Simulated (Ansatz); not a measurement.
Working through vertical spin-state energies of C2H7FOSi, SMILES FCOC[SiH3]

With Ansatz's Python interface.

`c2h7fosi.xyz`
```text
12

F     0.94140    1.66450    0.01780
C     0.01270    1.58630    1.03140
O    -0.94740    0.56720    0.69520
C    -0.20490   -0.67810    0.40370
Si    0.04790   -1.12120   -1.41070
H    -0.51650    2.55130    1.15150
H     0.58690    1.35200    1.95500
H    -0.92390   -1.44080    0.77790
H     0.64780   -0.77660    1.03320
H    -1.20530   -1.05280   -2.16840
H     0.56260   -2.50200   -1.46390
H     1.07570   -0.20490   -1.98870
```

At the Python prompt:
```pycon
>>> import ansatz
>>> config = {
...     "basis_set": "def2-SVPD",
...     "xc": "hf",
... }
>>> c2h7fosi = ansatz.Crystal.molecule_from_extxyz("c2h7fosi.xyz")
>>> base = (
...     c2h7fosi.calculation()
...     .basis(gaussian=config["basis_set"])
...     .functional(config["xc"])
...     .scf(lower_state_search="light")
... )
>>> found = {}
>>> for unpaired in [0, 2]:
...     rep = base.spin("collinear", total=unpaired).run(threads=1).report
...     s = unpaired / 2
...     found[unpaired] = rep["free_energy_ev"]
...     print(f"2S+1 = {unpaired + 1}: E = {found[unpaired]:.5f} eV, <S^2> = {abs(rep['mean_field']['state']['spin_squared']):.3f} (pure state {s * (s + 1):.2f})")
...
2S+1 = 1: E = -14768.52406 eV, <S^2> = 0.000 (pure state 0.00)
2S+1 = 3: E = -14761.28105 eV, <S^2> = 2.013 (pure state 2.00)
>>> lowest = min(found, key=found.get)
>>> for unpaired, e in found.items():
...     print(f"multiplicity {unpaired + 1}: {23.060548 * (e - found[lowest]):.1f} kcal/mol above the lowest")
...
multiplicity 1: 0.0 kcal/mol above the lowest
multiplicity 3: 167.0 kcal/mol above the lowest
```

In order: multiplicity 1 (+0.00 eV) and multiplicity 3 (+7.24 eV), all at the one geometry.

The settings weren't tested for convergence. The geometry is a force-field or estimated start, not a minimum of this method, and the basis set is short of its limit. All parts are taken at fixed geometry, without zero-point energy. Hartree-Fock leaves correlation out, so it favours high-spin states too much. It ran for 40 s on 1 thread of AMD EPYC 7B13 (Zen 3), with other jobs on the host, peak memory 0.72 GiB.
